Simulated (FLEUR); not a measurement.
## IrRu: equation of state with PBEsol

The system is IrRu.

```
Ir Ru
1.0
     2.72491    0.00000    0.00000
    -1.36246    2.35984    0.00000
     0.00000    0.00000    4.33070
Ir Ru
1 1
Cartesian
  0.0000 0.0000 2.1653
  1.3625 0.7866 0.0000
```

The cell comes from a database or a generator and needn't be the stable form of this composition.

```json
{
 "Program": "FLEUR MaX-R8.1 (later development tree)",
 "Task": "equation of state",
 "Functional": "PBEsol",
 "Potentials or basis": "all-electron",
 "Basis": "FLAPW",
 "Kmax": "4.41 1/bohr",
 "k mesh": "11 × 11 × 6",
 "Occupations": "fermi-dirac, width 0.05 eV",
 "Spin": "no spin polarisation"
}
```

* Equilibrium volume: 13.69 Å³/atom
* Bulk modulus at fixed shape and positions: 368 GPa
* Pressure derivative of the bulk modulus: 5.0

Energy against volume, from the lowest point:
```csv
volume (Å³/atom),energy (meV/atom)
13.089,32.76
13.367,8.94
13.645,0.00
13.924,4.40
14.202,20.60
14.481,47.20
14.759,82.98
```

Caveat: the cell was scaled at fixed shape and fractional positions, which overstates the stiffness of a crystal with free parameters, most of all of layers and chains. Spin-orbit coupling is left out, which matters for the levels of Ir.
